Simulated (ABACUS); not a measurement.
# HPbNO4 in ABACUS: the effect of functional

Crystal: HPbNO4.

```
H Pb N O
1.0
     4.95714    0.00000    0.00000
     0.00000    5.63427    0.00000
     0.00000    0.00000    7.29144
H Pb N O
2 2 2 8
Direct
  0.00000 0.50000 0.19317
  0.50000 0.00000 0.80683
  0.50000 0.50000 0.95257
  0.00000 0.00000 0.04743
  0.00000 0.00000 0.63654
  0.50000 0.50000 0.36346
  0.00000 0.50000 0.05860
  0.50000 0.00000 0.94140
  0.00000 0.19569 0.72995
  0.00000 0.80431 0.72995
  0.00000 0.00000 0.46750
  0.50000 0.69569 0.27005
  0.50000 0.30431 0.27005
  0.50000 0.50000 0.53250
```

The cell was built by a generator and needn't be a form met in nature.

The cell isn't the ideal one: volume scaled by 1.02.

Alike in all runs:

```yaml
Program: ABACUS 3.10.1
Task: equation of state
Potentials_or_basis: SG15 ONCV 1.2 PBE
Cutoff: 1361 eV
Density_cutoff: 5442 eV
Basis: DZP LCAO (the cutoffs set its grid)
k_mesh: 4 × 4 × 3
Occupations: fermi-dirac, width 0.05 eV
Spin: no spin polarisation
```

```tsv
functional	gap on the mesh (eV)	pressure (GPa)	largest force (eV/Å)
LDA	2.44	-2.1	1.46
PBEsol	2.52	-0.3	1.14
SOGGA	2.49	-0.7	1.15
WC	?	?	?
r2SCAN	2.99	-1.6	0.77
```

Task: What does the run with functional WC give?

Result: gap on the mesh 2.54 eV; pressure -0.2 GPa; largest force 1.06 eV/Å.

Caveats: the atomic orbitals were generated for these runs and aren't a published set; the potentials were made for another functional, which shifts forces and pressure; spin-orbit coupling is left out, which as a rule narrows the gap of such compounds by several tenths of an eV; an odd mesh through Γ misses points on the zone boundary, where band edges often lie; the basis of atomic orbitals isn't converged, which shifts pressures, moduli and gaps.

Runs at the PBE level aren't shown here.
